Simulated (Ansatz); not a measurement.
## HfB in Ansatz: the effect of target pressure

Crystal: HfB.

```
Hf B
1.0
     0.00000    2.31000    2.31000
     2.31000    0.00000    2.31000
     2.31000    2.31000    0.00000
Hf B
1 1
Direct
  0.50000 0.50000 0.50000
  0.00000 0.00000 0.00000
```

Alike in all runs:

| Item | Value |
| --- | --- |
| Program | Ansatz 0.2.0 |
| Task | relaxation of cell and atoms |
| Functional | PBEsol |
| Potentials or basis | Ansatz PAW |
| Cutoff | 420 eV (not typed: the program's choice for these potentials) |
| k mesh | 10 × 10 × 10 |
| Occupations | fermi-dirac, width 0.05 eV |
| Spin | no spin polarisation |

Each run relaxes the cell or the atoms first.

Question: One run gave: relaxed volume 12.48 Å³/atom. Which target pressure did it use?
A. 2 GPa
B. 10 GPa
C. 20 GPa
D. 30 GPa
E. 0 GPa

Answer: C.

| target pressure | relaxed volume (Å³/atom) |
| --- | --- |
| 0 GPa | 13.72 |
| 2 GPa | 13.57 |
| 5 GPa | 13.35 |
| 10 GPa | 13.03 |
| 20 GPa | 12.48 |
| 30 GPa | 12.03 |

Caveats: the plane-wave basis is chosen anew once the cell has moved, so the energies of steps on either side of that aren't comparable; the PAW data sets come from PBE, with cores solved anew for the run's functional, which leaves a small shift of forces and pressure.
